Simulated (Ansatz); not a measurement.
# ZrBrF: the cost of one run

Computed with Ansatz 0.2.0 (DFT PBE, scalar-relativistic, plane waves, PAW, unless a step's input says otherwise).

## 1. The system as given

Symmetry: Pmmn, No. 59, orthorhombic system. The conventional cell has a = 3.522 Å, b = 4.034 Å, c = 8.442 Å, α = 90.00°, β = 90.00°, γ = 90.00°. Zr (site symmetry mm2) is surrounded by 4 F at 2.10 to 2.22 Å and 2 Br at 2.52 Å. Br (site symmetry mm2) is surrounded by 2 Zr at 2.52 Å. Around F (site symmetry mm2) lie 4 Zr at 2.10 to 2.22 Å.

As a file:

```cif
data_structure
_symmetry_space_group_name_H-M 'P 1'
_symmetry_Int_Tables_number 1
_cell_length_a 3.5220
_cell_length_b 4.0343
_cell_length_c 8.4421
_cell_angle_alpha 90.000
_cell_angle_beta 90.000
_cell_angle_gamma 90.000
_cell_volume 119.95
loop_
_atom_site_label
_atom_site_type_symbol
_atom_site_fract_x
_atom_site_fract_y
_atom_site_fract_z
_atom_site_occupancy
Zr1 Zr 0.00000 0.50000 0.11480 1
Zr2 Zr 0.50000 0.00000 0.88520 1
Br1 Br 0.50000 0.50000 0.32790 1
Br2 Br 0.00000 0.00000 0.67210 1
F1 F 0.50000 0.50000 0.95420 1
F2 F 0.00000 0.00000 0.04580 1
```

A structure generator made this guess: species swapped into a database cell of VClO (Pmmn, No. 59), with Zr on the V sites, Br on the Cl sites and F on the O sites. The dimensions are guesses.

## 2. A first look at the guess

File input.yaml:

```yaml
crystal:
  lattice:
    - [3.52200895, 0.0, 0.0]
    - [0.0, 4.03430119, 0.0]
    - [0.0, 0.0, 8.44214869]
  atoms:
    - { symbol: Zr, position: [0.0, 0.5, 0.11479999] }
    - { symbol: Zr, position: [0.5, 0.0, 0.88520001] }
    - { symbol: Br, position: [0.5, 0.5, 0.32789998] }
    - { symbol: Br, position: [0.0, 0.0, 0.67210002] }
    - { symbol: F, position: [0.5, 0.5, 0.95420002] }
    - { symbol: F, position: [0.0, 0.0, 0.04579998] }
basis:
  ecutwfc: 420
kpoints:
  mp_grid: { grid: [6, 4, 2] }
hamiltonian:
  xc: pbe
scf:
  occupations: { method: gaussian, width: 0.1 }
  lower_state_search: "off"
output:
  forces: true
  stress: true
  eigenvalues: true
```

The run is started by

```bash
$ ansatz run input.yaml --threads 1 --pin off --max-ram 2560MiB --backend cpu --events-out ev --progress --plain --runs-dir out
```

Q: Estimate wall time and peak memory on 1 thread of Intel Xeon Platinum 8488C (Sapphire Rapids), shared host.

About 3.5 s, with a peak of 0.46 GiB.
